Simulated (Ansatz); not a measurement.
# Ge: the cost of one run

Program: Ansatz 0.2.0. Level of theory: DFT r2SCAN, spin-orbit coupling, plane waves, PAW. These are calculated values, not measurements.

### 1 Starting point

The structure is tetragonal, space group I4_1/amd (No. 141). Conventional cell: a = 3.984 Å, b = 3.984 Å, c = 5.675 Å, α = 90.00°, β = 90.00°, γ = 90.00°. Around Ge (site symmetry -4m2) lie 4 Ge at 2.45 Å.

Coordinates:

```cif
data_structure
_symmetry_space_group_name_H-M 'P 1'
_symmetry_Int_Tables_number 1
_cell_length_a 3.9988
_cell_length_b 3.9988
_cell_length_c 3.9844
_cell_angle_alpha 60.119
_cell_angle_beta 60.119
_cell_angle_gamma 59.762
_cell_volume 45.05
loop_
_atom_site_label
_atom_site_type_symbol
_atom_site_fract_x
_atom_site_fract_y
_atom_site_fract_z
_atom_site_occupancy
Ge1 Ge 0.00000 0.00000 0.00000 1
Ge2 Ge 0.25000 0.25000 0.25000 1
```

### 2 Single point: Ge

Contents of input.yaml:

```yaml
crystal:
  lattice:
    - [0.0, 2.8174011, 2.837699175]
    - [2.8174011, 0.0, 2.837699175]
    - [2.8174011, 2.8174011, 0.0]
  atoms:
    - { symbol: Ge, position: [0.0, 0.0, 0.0] }
    - { symbol: Ge, position: [0.25, 0.25, 0.25] }
scf:
  occupations: { method: gaussian, width: 0.01 }
  n_extra_bands: 8
output:
  eigenvalues: true
  eigenstates:
    kpoints:
      - [0, 0, 0]
      - [0, 0.004, 0.004]
      - [0, 0.006, 0.006]
      - [0, 0.008, 0.008]
      - [0, 0.012, 0.012]
      - [0.002828, 0.002828, 0.005657]
      - [0.004243, 0.004243, 0.008485]
      - [0.005657, 0.005657, 0.011314]
      - [0.008485, 0.008485, 0.016971]
      - [0.004, 0.004, 0]
      - [0.006, 0.006, 0]
      - [0.008, 0.008, 0]
      - [0.012, 0.012, 0]
    e_range: [-1.5, 2]
  write_density: true
  write_potential: true
  elf: true
  volumetric_format: npy
hamiltonian:
  xc: r2scan
  pseudopotentials: { kind: paw_fr }
kpoints:
  mp_grid: { grid: [10, 10, 10] }
magnetization:
  noncollinear: true
  spin_orbit: true
```

Launch:

```sh
> ansatz run input.yaml --threads 8 --pin off --max-ram 16384MiB --backend cpu --events-out ev --progress --plain --runs-dir out
```

Q: Estimate wall time and peak memory on 8 threads of AMD EPYC 9R45 (Zen 5), shared host.

About 3.3 s, with a peak of 0.98 GiB.
